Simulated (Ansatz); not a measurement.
# BaMo2: the cost of one run

Method: DFT PBE, scalar-relativistic, plane waves, PAW, in Ansatz 0.2.0.

## (1) The starting structure

It takes space group P6/mmm (No. 191, hexagonal). Conventional cell: a = 4.977 Å, b = 4.977 Å, c = 3.164 Å, α = 90.00°, β = 90.00°, γ = 120.00°. Ba (site symmetry 6/mmm) has 2 Ba at 3.16 Å and 12 Mo at 3.28 Å as nearest neighbours. Around Mo (site symmetry -6m2) lie 5 Mo at 2.87 to 3.16 Å and 6 Ba at 3.28 Å.

Structure file:

```cif
data_structure
_symmetry_space_group_name_H-M 'P 1'
_symmetry_Int_Tables_number 1
_cell_length_a 4.9767
_cell_length_b 4.9767
_cell_length_c 3.1637
_cell_angle_alpha 90.000
_cell_angle_beta 90.000
_cell_angle_gamma 120.000
_cell_volume 67.86
loop_
_atom_site_label
_atom_site_type_symbol
_atom_site_fract_x
_atom_site_fract_y
_atom_site_fract_z
_atom_site_occupancy
Ba1 Ba 0.00000 0.00000 0.00000 1
Mo1 Mo 0.33333 0.66667 0.50000 1
Mo2 Mo 0.66667 0.33333 0.50000 1
```

This is candidate A: anti-Li2Pt type (P6/mmm, No. 191).

(A quick probe on a coarse mesh, which set the mesh and smearing, is not shown.)

## (3) The relaxation (candidate A)

The input, input.yaml:

```yaml
crystal:
  lattice:
    - [4.9767408282, 0.0, 0.0]
    - [-2.4883704141, 4.3099839854, 0.0]
    - [0.0, 0.0, 3.1636671166]
  atoms:
    - { symbol: Ba, position: [0.0, 0.0, 0.0] }
    - { symbol: Mo, position: [0.3333333333, 0.6666666667, 0.5] }
    - { symbol: Mo, position: [0.6666666667, 0.3333333333, 0.5] }
basis:
  ecutwfc: 420
kpoints:
  mp_grid: { grid: [12, 12, 14] }
hamiltonian:
  xc: pbe
scf:
  occupations: { method: gaussian, width: 0.1 }
output:
  forces: true
  stress: true
  eigenvalues: true
relax:
  adjacent_minimum: "off"
  f_tol: 0.01
  max_steps: 80
  cell: { stress_tol: 0.05 }
```

The run is started by

```console
$ ansatz run input.yaml --threads 1 --pin off --max-ram 2560MiB --backend cpu --events-out ev --progress --plain --runs-dir out
```

Q: Estimate wall time and peak memory on 1 thread of Arm Neoverse V1, shared host.

About 9.4 min, with a peak of 0.51 GiB.
